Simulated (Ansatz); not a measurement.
# AsH7SSi2: one species, many methods

How much do the methods differ for AsH7SSi2? The plan is to run it at one geometry with functionals of several rungs and with coupled cluster, and see how far each lands from CCSD(T) at the basis-set limit for the atomisation energy.

Method: functionals in def2-TZVPP, the program's frozen cores in correlated methods; program: Ansatz 0.2.0, Gaussian basis.

Levels to be run: PBE-D4, r2SCAN-D4, PBE0-D4, B3LYP-D4, ωB97X-V, ωB97M-V, B2PLYP; CCSD(T)/def2-TZVPP; MP2/def2-QZVPP; extrapolation to the limit.

## (1) The geometry

The geometry comes from an earlier relaxation with PBE0-D4 in a triple-zeta def2 set; it is a stationary point, not always the lowest conformer.

SMILES `[SiH3]S[AsH][SiH3]`, 11 atoms, charge 0, spin multiplicity 1.

Atoms are counted from 1 here; the program's logs count them from 0.

Bond lengths: Si1–S2 2.134 Å, Si1–H5 1.485 Å, Si1–H6 1.485 Å, Si1–H7 1.485 Å, S2–As3 2.261 Å, As3–Si4 2.368 Å, As3–H8 1.525 Å, Si4–H9 1.484 Å, Si4–H10 1.484 Å, Si4–H11 1.488 Å. Angles: S2–Si1–H5 111.0°, S2–Si1–H6 106.0°, S2–Si1–H7 111.1°, H5–Si1–H6 109.9°, H5–Si1–H7 108.8°, H6–Si1–H7 110.1°, Si1–S2–As3 96.0°, S2–As3–Si4 93.3°, S2–As3–H8 95.4°, Si4–As3–H8 93.4°, As3–Si4–H9 111.3°, As3–Si4–H10 107.1°, As3–Si4–H11 108.8°, H9–Si4–H10 110.0°, H9–Si4–H11 109.9°, H10–Si4–H11 109.6°.

## (2) PBE-D4 (GGA)

File in.yaml:

```yaml
crystal:
  periodic: [false, false, false]
  atoms:
    - {symbol: Si, position_ang: [0.311562, 2.503355, 0.082838]}
    - {symbol: S, position_ang: [-0.305357, 0.733572, 1.102956]}
    - {symbol: As, position_ang: [1.033412, -0.678754, -0.047346]}
    - {symbol: Si, position_ang: [-0.698952, -2.255038, -0.398323]}
    - {symbol: H, position_ang: [0.054012, 2.394861, -1.376086]}
    - {symbol: H, position_ang: [-0.496795, 3.608548, 0.656895]}
    - {symbol: H, position_ang: [1.757902, 2.765726, 0.294684]}
    - {symbol: H, position_ang: [1.567265, -1.404825, 1.182437]}
    - {symbol: H, position_ang: [-1.458355, -2.510231, 0.851088]}
    - {symbol: H, position_ang: [-1.598863, -1.690386, -1.434293]}
    - {symbol: H, position_ang: [-0.100432, -3.523927, -0.894151]}
basis:
  gaussian: {orbitals: def2-TZVPP}
hamiltonian: {xc: pbe, dispersion: d4}
output: {forces: true, orbitals: {seedname: orbitals}}
```

Started as:

```bash
$ ansatz run in.yaml --threads 4 --pin off --events-out ev --progress --plain --max-ram 10444MiB
```

Further steps of the session: r2SCAN-D4 (meta-GGA); PBE0-D4 (hybrid); B3LYP-D4 (hybrid); ωB97X-V (range-separated); ωB97M-V (range-separated); B2PLYP (double hybrid); CCSD(T) in def2-TZVPP; MP2 in def2-QZVPP.

Before running them: what should the planned runs give, taken together? Wanted: atomisation energy, CCSD(T)/CBS; farthest; mean size of error, hybrid; mean size of error, range-separated; gap, smallest and largest; T1 diagnostic; triples share of the correlation energy.

As calculated:

| quantity | value |
| --- | --- |
| atomisation energy, CCSD(T)/CBS | 737.7 kcal/mol |
| functionals within 7.4 kcal/mol (1.0 %) | PBE-D4, r2SCAN-D4, B3LYP-D4, ωB97M-V |
| farthest | B2PLYP (-14.8 kcal/mol) |
| mean size of error, hybrid | 4.9 kcal/mol |
| mean size of error, range-separated | 5.0 kcal/mol |
| gap, smallest and largest | 4.04 eV (PBE-D4), 10.31 eV (ωB97X-V) |
| T1 diagnostic | 0.0118 |
| triples share of the correlation energy | 3.9 % |

What this shows: PBE-D4 misses by -5.1 kcal/mol. Double hybrids carry the basis error of their MP2 part in triple zeta, and no dispersion term here, so their miss is partly the set-up's. Misses under about 7.4 kcal/mol are within the doubt on the reference itself, which lacks core-valence correlation, relativity and higher excitations, and its outer-core shells are covered unevenly. Hartree-Fock recovers 72 % of the binding; the rest is correlation. Orbital gaps span 4.0 to 10.3 eV; exact exchange widens them. Correlated methods include outer-core shells of As, which these sets cover unevenly.
